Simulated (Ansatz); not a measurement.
# Si: the cost of one run

Computed with Ansatz 0.2.0 (DFT PBE, scalar-relativistic, plane waves, PAW, unless a step's input says otherwise).

## Step 1: The starting structure

The structure is cubic, space group Fd-3m (No. 227). Conventional cell: a = 5.430 Å, b = 5.430 Å, c = 5.430 Å, α = 90.00°, β = 90.00°, γ = 90.00°. Si (site symmetry -43m) is surrounded by 4 Si at 2.35 Å.

Coordinates:

```
Si
1.0
     0.00000    2.71500    2.71500
     2.71500    0.00000    2.71500
     2.71500    2.71500    0.00000
Si
2
Direct
  0.00000 0.00000 0.00000
  0.25000 0.25000 0.25000
```

## Step 2: Relaxing cell and atoms: Si, no spin

Input file input.yaml:

```yaml
crystal:
  lattice:
    - [0.0, 2.715, 2.715]
    - [2.715, 0.0, 2.715]
    - [2.715, 2.715, 0.0]
  atoms:
    - { symbol: Si, position: [0.0, 0.0, 0.0] }
    - { symbol: Si, position: [0.25, 0.25, 0.25] }
scf:
  occupations: { method: gaussian, width: 0.01 }
output:
  forces: true
  stress: true
  eigenvalues: true
  write_density: true
  write_potential: true
  elf: true
  volumetric_format: npy
hamiltonian:
  xc: pbe
kpoints:
  mp_grid: { grid: [10, 10, 10] }
relax:
  f_tol: 0.005
  cell: { stress_tol: 0.02 }
```

Run with:

```console
$ ansatz run input.yaml --threads 4 --pin off --max-ram 14336MiB --backend cpu --events-out ev --progress --plain --runs-dir out
```

Q: Estimate wall time and peak memory on 4 threads of Intel Xeon Platinum 8488C (Sapphire Rapids), shared host.

About 3 s, with a peak of 0.38 GiB.
